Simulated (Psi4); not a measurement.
# One shape, several levels: SnH4S (SMILES [H][Sn]([H])([H])[SH])

We compute a comparison of 3 runs (HF/STO-3G, PBE0/def2-SVP, PWPB95/def2-TZVPD) of SnH4S. The job is set up through a Python script.

Program for the calculation: Psi4 1.11.

1 further run of the same task is left out (it didn't finish).

### Step 1. The system as given

SnH4S: 6 atoms, total charge 0, spin state singlet. As SMILES, `[H][Sn]([H])([H])[SH]`. The shape comes from GFN2-xTB, which is rough for such elements, and wasn't checked as a minimum.

Bond lengths: Sn1–S2 2.389 Å, S2–H3 1.324 Å, Sn1–H4 1.663 Å, Sn1–H5 1.673 Å, Sn1–H6 1.676 Å. Angles: Sn1–S2–H3 95.6°, S2–Sn1–H4 106.7°, S2–Sn1–H5 110.6°, S2–Sn1–H6 110.3°, H4–Sn1–H5 110.1°, H4–Sn1–H6 110.0°, H5–Sn1–H6 109.1°.

### Step 2. The energy at HF/STO-3G (run 1)

File run.py:

```python
import psi4

psi4.set_memory(1600000000)
psi4.set_num_threads(1)
psi4.set_output_file('h4ssn.out', False)

molecule = psi4.geometry("""
Sn     0.200320    -0.012540    -0.547580
S      0.253630     0.008640     1.840730
H     -1.059420     0.065470     1.998090
H      1.781600    -0.013620    -1.062170
H     -0.593590     1.340570    -1.129870
H     -0.582540    -1.388520    -1.099190
units angstrom
symmetry c1
no_reorient
no_com
""")

psi4.set_options({
    'basis': 'STO-3G',
    'puream': True,
    'e_convergence': 1e-09,
    'd_convergence': 1e-08,
    'scf_type': 'pk',
})

e_tot, wfn = psi4.energy('hf', molecule=molecule, return_wfn=True)
print('E =', round(e_tot, 9))
```

Launch:

```sh
$ python run.py
```

h4ssn.out:

```text
[...]
  Running in c1 symmetry.
[...]
  Nuclear repulsion =  249.051686636436472
[...]
  Multiplicity = 1
[...]
  Nalpha       = 35
  Nbeta        = 35
[...]
    Number of basis functions: 40
[...]
   @RHF iter   1: -6358.64148100961484   -3.41271e+00   1.10626e-02 DIIS/ADIIS
[...]
   @RHF iter   8: -6358.82824536746557   -2.72848e-12   4.53481e-09 DIIS
[...]
    Orbital Energies [Eh]
    ---------------------
    Doubly Occupied:
       1A   -1029.901217     2A   -153.532930     3A   -145.362606
       4A   -145.362384     5A   -145.362379     6A    -90.683569
       7A    -29.608094     8A    -26.590637     9A    -26.589905
      10A    -26.589863    11A    -18.192527    12A    -18.192491
      13A    -18.192396    14A    -18.191387    15A    -18.191361
      16A     -8.596243    17A     -6.228196    18A     -6.226235
      19A     -6.223039    20A     -4.815325    21A     -3.569727
      22A     -3.566441    23A     -3.566129    24A     -0.908418
      25A     -0.895888    26A     -0.895323    27A     -0.886935
      28A     -0.886671    29A     -0.845070    30A     -0.563907
      31A     -0.444613    32A     -0.397423    33A     -0.385625
      34A     -0.305227    35A     -0.254192
[...]
  @RHF Final Energy: -6358.82824536746557
   => Energetics <=
    Nuclear Repulsion Energy =            249.0516866364364716
    One-Electron Energy =               -9293.7511162045429955
    Two-Electron Energy =                2685.8711842006423467
    Total Energy =                      -6358.8282453674646604
[...]
 Multipole Moments:
 ------------------------------------------------------------------------------------
     Multipole            Electronic (a.u.)      Nuclear  (a.u.)        Total (a.u.)
 ------------------------------------------------------------------------------------
 L = 1.  Multiply by 2.5417464519 to convert [e a0] to [Debye]
 Dipole X            :        -26.0191020           25.7383155           -0.2807865
 Dipole Y            :          0.9292538           -0.9162526            0.0130012
 Dipole Z            :         -1.8844551            1.4731171           -0.4113380
 Magnitude           :                                                    0.4982058
[...]
```

Standard output:

```text
E = -6358.828245367
```

Run time: 2.3 s. Hardware: 1 thread of Intel Xeon Platinum 8259CL at 2.50GHz (Skylake/Cascade Lake), shared host; peak memory 0.19 GiB.

### Step 3. Energy and forces at PBE0/def2-SVP (core potential) (run 2)

File job.py:

```python
import psi4

psi4.set_memory(1600000000)
psi4.set_num_threads(1)
psi4.set_output_file('psi4.out', False)

m = psi4.geometry("""
0 1
Sn     0.37854994    -0.02369717    -1.03477623
S      0.47929124     0.01632723     3.47847557
H     -2.00201365     0.12372037     3.77584287
H      3.36673606    -0.02573807    -2.00721040
H     -1.12172253     2.53331015    -2.13514486
H     -1.10084106    -2.62392252    -2.07716806
units bohr
symmetry c1
""")

options = {'reference': 'rks', 'puream': True, 'e_convergence': 1e-09, 'd_convergence': 1e-08, 'scf_type': 'pk', 'dft_radial_points': 99, 'dft_spherical_points': 590}
psi4.set_options(options)

e_tot, wfn = psi4.gradient("pbe0/def2-SVP", molecule=m, return_wfn=True)
psi4.oeprop(wfn, "QUADRUPOLE", "DIPOLE", "LOWDIN_CHARGES")
print('gradient / Eh bohr^-1')
print(e_tot.np.round(6))
print(f'energy = {wfn.energy():.10f} Eh')
```

Launch:

```sh
$ python job.py
```

psi4.out:

```text
[...]
    !!!  WARNING: ECP capability is in beta. Please check occupations closely.  !!!
[...]
  Running in c1 symmetry.
[...]
  Nuclear repulsion =  117.999332275862997
[...]
  Multiplicity = 1
[...]
  Nalpha       = 21
  Nbeta        = 21
[...]
    Number of basis functions: 64
[...]
   @RKS iter   1:  -614.54888572671985   -1.29415e+00   5.36553e-03 ADIIS/DIIS
[...]
   @RKS iter  10:  -614.61919824308325   -1.36424e-12   3.26865e-09 DIIS
[...]
  @RKS Final Energy:  -614.61919824308325
   => Energetics <=
    Nuclear Repulsion Energy =            117.9993322758629972
    One-Electron Energy =               -1163.7922609693648610
    Two-Electron Energy =                 465.3889291829122499
    DFT Exchange-Correlation Energy =     -34.2151987324936258
    Empirical Dispersion Energy =           0.0000000000000000
    VV10 Nonlocal Energy =                  0.0000000000000000
    Total Energy =                       -614.6191982430831331
[...]
  -Total Gradient:
     Atom            X                  Y                   Z
    ------   -----------------  -----------------  -----------------
       1        0.004056737391     0.000921366726     0.001122060733
       2       -0.016663714412     0.000368143796    -0.008505955735
       3        0.015104711730    -0.000583282826    -0.000689832228
       4       -0.013644528277    -0.000031171335     0.002235385590
       5        0.005805173497    -0.010144659895     0.003064505273
       6        0.005341675231     0.009469331080     0.002773340507
[...]
 Multipole Moments:
 ------------------------------------------------------------------------------------
     Multipole            Electronic (a.u.)      Nuclear  (a.u.)        Total (a.u.)
 ------------------------------------------------------------------------------------
 L = 1.  Multiply by 2.5417464519 to convert [e a0] to [Debye]
 Dipole X            :          0.6294848           -0.9838594           -0.3543746
 Dipole Y            :         -0.3537762            0.3700794            0.0163032
 Dipole Z            :        -35.0523025           34.5741489           -0.4781536
 Magnitude           :                                                    0.5953806
 L = 2.  Multiply by 1.3450342976 to convert [e a0^2] to [Debye ang]
 Quadrupole XX       :        -48.0437086           19.2074237          -28.8362849
 Quadrupole XY       :          0.1533168           -0.2772088           -0.1238919
[...]
```

On the terminal:

```text
gradient / Eh bohr^-1
[[ 4.0570e-03  9.2100e-04  1.1220e-03]
 [-1.6664e-02  3.6800e-04 -8.5060e-03]
 [ 1.5105e-02 -5.8300e-04 -6.9000e-04]
 [-1.3645e-02 -3.1000e-05  2.2350e-03]
 [ 5.8050e-03 -1.0145e-02  3.0650e-03]
 [ 5.3420e-03  9.4690e-03  2.7730e-03]]
energy = -614.6191982431 Eh
```

Wall time 17 s (1 thread of Intel Xeon Platinum 8259CL at 2.50GHz (Skylake/Cascade Lake), shared host); peak memory 0.78 GiB.

### Step 4. The energy at PWPB95/def2-TZVPD (density fitting, core potential, density fitting for correlation) (run 3)

File h4ssn.xyz:

```xyz
6
H4SSn
Sn     0.200320    -0.012540    -0.547580
S      0.253630     0.008640     1.840730
H     -1.059420     0.065470     1.998090
H      1.781600    -0.013620    -1.062170
H     -0.593590     1.340570    -1.129870
H     -0.582540    -1.388520    -1.099190
```

File h4ssn.py:

```python
import psi4

psi4.set_memory(1600000000)
psi4.set_num_threads(1)
psi4.set_output_file('h4ssn.out', False)

with open('h4ssn.xyz') as f:
    atoms = ''.join(f.readlines()[2:])
mol = psi4.geometry('0 1\n' + atoms + '')

psi4.set_options({
    'reference': 'rks',
    'scf_type': 'df',
    'num_frozen_docc': 9,
    'dft_radial_points': 75,
    'dft_spherical_points': 434,
})

result, w = psi4.energy('pwpb95/def2-TZVPD', molecule=mol, return_wfn=True)
print('E =', round(result, 9))
```

Launch:

```sh
$ python h4ssn.py
```

h4ssn.out:

```text
[...]
    !!!  WARNING: ECP capability is in beta. Please check occupations closely.  !!!
[...]
  Running in c1 symmetry.
[...]
  Nuclear repulsion =  117.999332221613912
[...]
  Multiplicity = 1
[...]
  Nalpha       = 21
  Nbeta        = 21
[...]
    Number of basis functions: 138
[...]
   @DF-RKS iter   1:  -614.35439310209529   -1.06177e+00   4.85235e-03 ADIIS/DIIS
[...]
   @DF-RKS iter   8:  -614.55763302915614   -2.40419e-08   3.83225e-07 DIIS
[...]
    Orbital Energies [Eh]
    ---------------------
    Doubly Occupied:
       1A    -90.023563     2A     -8.306784     3A     -6.166962
       4A     -6.165162     5A     -6.161680     6A     -5.382663
       7A     -3.673809     8A     -3.671503     9A     -3.671089
      10A     -1.150546    11A     -1.149220    12A     -1.148832
      13A     -1.143523    14A     -1.143517    15A     -0.806118
      16A     -0.585071    17A     -0.458787    18A     -0.390237
      19A     -0.384265    20A     -0.355466    21A     -0.302206
[...]
  @DF-RKS Final Energy:  -614.55763302915614
   => Energetics <=
    Nuclear Repulsion Energy =            117.9993322216139120
    One-Electron Energy =               -1164.0419995287943493
    Two-Electron Energy =                 454.6164433862799115
    DFT Exchange-Correlation Energy =     -23.1314091082556494
    Empirical Dispersion Energy =           0.0000000000000000
    VV10 Nonlocal Energy =                  0.0000000000000000
    Total Energy =                       -614.5576330291561362
[...]
 Multipole Moments:
 ------------------------------------------------------------------------------------
     Multipole            Electronic (a.u.)      Nuclear  (a.u.)        Total (a.u.)
 ------------------------------------------------------------------------------------
 L = 1.  Multiply by 2.5417464519 to convert [e a0] to [Debye]
 Dipole X            :          0.7170088           -0.9838594           -0.2668506
 Dipole Y            :         -0.3581897            0.3700794            0.0118897
 Dipole Z            :        -35.0649371           34.5741489           -0.4907882
 Magnitude           :                                                    0.5587698
[...]
```

On the terminal:

```text
E = -614.677988271
```

It took 32 s on 1 thread of Intel Xeon Platinum 8259CL at 2.50GHz (Skylake/Cascade Lake), shared host; peak memory 1.1 GiB.

### Step 5. All runs side by side

```tsv
run	level	task	core potential	energy (Eh)	dipole moment (D)	HOMO energy (eV)	LUMO energy (eV)	wall time
1	HF/STO-3G	energy	none	-6358.828245	1.27	-6.92	9.62	2.3 s
2	PBE0/def2-SVP (core potential)	gradient	def2	-614.619198	1.51	-7.14	-0.25	17 s
3	PWPB95/def2-TZVPD (density fitting, core potential, density fitting for correlation)	energy	def2	-614.677988	–	-8.22	0.10	32 s
```

### Step 6. What came out

| quantity | value |
| --- | --- |
| run 3: total energy | -614.67799 Eh |
| run 3: HOMO energy (SCF part's orbitals) | -8.22 eV |
| run 3: LUMO energy (SCF part's orbitals) | 0.10 eV |
| run 3: HOMO–LUMO gap (SCF part's orbitals) | 8.33 eV |

The HOMO–LUMO gap runs from 6.89 eV (PBE0/def2-SVP) to 16.53 eV (HF/STO-3G). The two ends differ in method and basis and core potential. Totals of different functionals can't be ranked against each other. Some runs of one species differ in core potentials or relativity; totals across that change don't compare. In run 1 the basis is minimal, so the values are rough. In run 1 relativity is left out where basis or elements ask for it. All runs together took 51 s, the longest 32 s.
